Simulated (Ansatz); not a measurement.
**GaHF₂: basis-set convergence**

One table from this session's results is given with a row withheld; the runs are named, their logs left out.

Computed with Ansatz 0.2.0, Gaussian basis. Level: one geometry, several basis sets.

Plan: PBE0-D4/def2-SVP; ωB97M-V/def2-SVP; PBE0-D4/def2-QZVPP; ωB97M-V/def2-QZVPP; the functionals' def2-TZVPP values are taken from earlier runs.

## Structure used throughout

The geometry comes from an earlier relaxation with PBE0-D4 in a triple-zeta def2 set; it is a stationary point.

SMILES `[F][GaH][F]`, 4 atoms, charge 0, spin multiplicity 1.

Atoms are counted from 1 here; the program's logs count them from 0.

Bond lengths: F1–Ga2 1.740 Å, Ga2–F3 1.740 Å, Ga2–H4 1.536 Å. Angles: F1–Ga2–F3 111.9°, F1–Ga2–H4 124.0°, F3–Ga2–H4 124.0°.

Geometry (Å):

```
F    -1.0124   -0.4971    1.2412
Ga   -0.0227    0.0322   -0.0889
F     1.6599   -0.3307    0.1677
H    -0.5692    0.7354   -1.3402
```

Set-up of the first run:

in.yaml

```yaml
crystal:
  periodic: [false, false, false]
  atoms:
    - {symbol: F, position_ang: [-1.012379, -0.497121, 1.241169]}
    - {symbol: Ga, position_ang: [-0.022720, 0.032192, -0.088907]}
    - {symbol: F, position_ang: [1.659895, -0.330672, 0.167678]}
    - {symbol: H, position_ang: [-0.569196, 0.735400, -1.340241]}
basis:
  gaussian: {orbitals: def2-SVP}
hamiltonian: {xc: pbe0, dispersion: d4}
output: {orbitals: {seedname: orbitals}}
```

Started as:

```sh
$ ansatz run in.yaml --threads 4 --pin off --events-out ev --progress --plain --max-ram 10444MiB
```

Among the steps run: PBE0-D4 in def2-SVP; ωB97M-V in def2-SVP; PBE0-D4 in def2-QZVPP; ωB97M-V in def2-QZVPP.

One table of the session follows, with a row left open; its other results are not shown here.

It belongs to the step «Functionals by basis». 

```
functional       basis  HOMO (eV)
   PBE0-D4    def2-SVP          ?
   PBE0-D4  def2-TZVPP     -10.39
   PBE0-D4  def2-QZVPP     -10.42
   ωB97M-V    def2-SVP     -12.54
   ωB97M-V  def2-TZVPP     -12.73
   ωB97M-V  def2-QZVPP     -12.77
```

**Question.** Estimate the row for PBE0-D4, def2-SVP.

**Answer.** HOMO (eV): -10.24. In the column «HOMO (eV)» it is the highest.
